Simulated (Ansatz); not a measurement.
# Ge5As: the cost of one run

Computed with Ansatz 0.2.0 (DFT PBE, scalar-relativistic, plane waves, PAW, unless a step's input says otherwise).

1 further run of the same task is left out (it didn't finish).

## (1) The structure to begin with

Symmetry: R-3m, No. 166, trigonal system. Conventional cell: a = 6.448 Å, b = 6.448 Å, c = 11.614 Å, α = 90.00°, β = 90.00°, γ = 120.00°. Ge (site symmetry 3m) has 3 Ge at 1.87 Å and 1 As at 2.10 Å as nearest neighbours. Ge (site symmetry 2/m) is surrounded by 2 Ge at 1.87 Å and 2 As at 2.69 Å. As (site symmetry -3m) has 8 Ge at 2.10 to 2.69 Å as nearest neighbours.

As a file:

```
Ge As
1.0
     3.22386    1.86130    3.87128
    -3.22386    1.86130    3.87128
     0.00000   -3.72259    3.87128
Ge As
5 1
Direct
  0.18108 0.18108 0.18108
  0.81892 0.81892 0.81892
  0.00000 0.00000 0.50000
  0.50000 0.00000 0.00000
  0.00000 0.50000 0.00000
  0.00000 0.00000 0.00000
```

A structure generator made this guess: random cell by space group and Wyckoff sites (R-3m, No. 166). Lengths come from tabulated atomic sizes and are only a guess.

## (2) The guess as it stands, on a coarse mesh

File input.yaml:

```yaml
crystal:
  lattice:
    - [3.22385994, 1.8612964, 3.8712807]
    - [-3.22385994, 1.8612964, 3.8712807]
    - [0.0, -3.7225928, 3.8712807]
  atoms:
    - { symbol: Ge, position: [0.1810759, 0.1810759, 0.1810759] }
    - { symbol: Ge, position: [0.8189241, 0.8189241, 0.8189241] }
    - { symbol: Ge, position: [0.0, 0.0, 0.5] }
    - { symbol: Ge, position: [0.5, 0.0, 0.0] }
    - { symbol: Ge, position: [0.0, 0.5, 0.0] }
    - { symbol: As, position: [0.0, 0.0, 0.0] }
basis:
  ecutwfc: 420
kpoints:
  mp_grid: { grid: [3, 3, 3] }
hamiltonian:
  xc: pbe
scf:
  occupations: { method: gaussian, width: 0.1 }
  lower_state_search: "off"
output:
  forces: true
  stress: true
  eigenvalues: true
```

Started as:

```sh
$ ansatz run input.yaml --threads 1 --pin off --max-ram 2560MiB --backend cpu --events-out ev --progress --plain --runs-dir out
```

What time and memory should one allow on 1 thread of Intel Xeon Platinum 8488C (Sapphire Rapids), shared host?

About 3.6 s, with a peak of 0.45 GiB.
